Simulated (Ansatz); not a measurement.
Predict the output of the script below (Ansatz 0.2.0, Python API).

`bde_c2h3n.py`:
```python
import ansatz as az


def single_point(molecule, charge=0, unpaired=0):
    calc = molecule.calculation().basis(gaussian="cc-pVDZ").functional("r2SCAN")
    if charge:
        calc = calc.charge(charge)
    if unpaired:
        calc = calc.spin("collinear", total=unpaired)
    return calc.run().report["free_energy_ev"]

GEOMETRY = """
C    -0.24580    0.28060   -0.20220
C     0.56360   -0.67450    0.41810
N     1.21830   -1.46150    0.90740
H     0.14400    0.58520   -1.21880
H    -1.31590   -0.05590   -0.32570
H    -0.32210    1.26210    0.37500
"""

def without(molecule, index):
    rest = az.Crystal.molecule()
    for i, site in enumerate(molecule.cartesian_sites):
        if i != index:
            rest = rest.atom(site.symbol, site.position_ang)
    return rest

system = az.Crystal.molecule()
for line in GEOMETRY.strip().splitlines():
    symbol, *xyz = line.split()
    system = system.atom(symbol, [float(v) for v in xyz])

whole = single_point(system, 0)
hydrogen = single_point(az.Crystal.molecule().atom("H", (0, 0, 0)), 0, 1)
print(f"E(molecule) = {whole:.5f} eV, E(H) = {hydrogen:.5f} eV")
for index in [5]:
    radical = single_point(without(system, index), 0, 1)
    print(f"H{index}: homolysis {23.060548 * (radical + hydrogen - whole):.1f} kcal/mol")
    anion = single_point(without(system, index), -1)
    print(f"H{index}: loss of a proton {23.060548 * (anion - whole):.1f} kcal/mol")
```

```console
$ python bde_c2h3n.py
E(molecule) = -3610.23164 eV, E(H) = -13.58415 eV
H5: homolysis 103.2 kcal/mol
H5: loss of a proton 390.0 kcal/mol
```

What to keep in mind:
- Total energies depend on the basis set; only differences at equal settings carry meaning.
- The geometry is a force-field or estimated start, not a minimum of this method, and the basis set is short of its limit. All parts are taken at fixed geometry, without zero-point energy.
- Anions want diffuse functions, which this basis lacks.
- Run time: 6.8 s on 1 thread of Arm Neoverse V1, on a shared host, peak memory 0.19 GiB.
